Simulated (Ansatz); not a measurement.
Crystal: HfIn4SiO6.

```xyz
12
Lattice="2.7159 -4.7036 0.0083 2.7159 4.7036 0.0083 -1.8792 0.0000 7.4013" Properties=species:S:1:pos:R:3 pbc="T T T"
Hf    2.7159   -2.7125    0.0083
In    1.7763   -1.1453    3.7090
In    2.7159    0.4231    0.0083
In    1.7763    2.0313    3.7090
In    1.7763   -4.3098    3.7090
Si    2.7159    3.5589    0.0083
O    -1.1497    0.2444    6.4159
O     4.7022    0.2444    1.0021
O     1.9910   -1.2091    6.4253
O     1.5616   -1.2091    0.9927
O     1.8741    2.2355    0.9933
O     1.6785    2.2355    6.4246
```

The cell was built by a generator and needn't be a form met in nature.

Base run:

```yaml
Program: Ansatz 0.2.0
Functional: PBE
Potentials_or_basis: Ansatz PAW
Cutoff: "420 eV (not typed: the program's choice for these potentials)"
k_mesh: 6 × 6 × 4
Occupations: fermi-dirac, width 0.05 eV
Spin: no spin polarisation
Hubbard_terms: Hf d U = 4 eV
```

Its results: band gap on the k mesh none (metal or under the smearing width); pressure 1.0 GPa; largest force 0.199 eV/Å.

**Question.** The run is repeated on the same cell with these changes: hubbard terms from Hf d U = 4 eV to none; hubbard projectors from ortho-atomic (the default) to none. What comes out?

**Answer.** Band gap on the k mesh none (metal or under the smearing width); pressure 0.0 GPa; largest force 0.013 eV/Å.

Caveats: U without spin polarisation on a metal has little footing (some runs); spin-orbit coupling is left out, which moves the levels of the heavy elements (some runs).
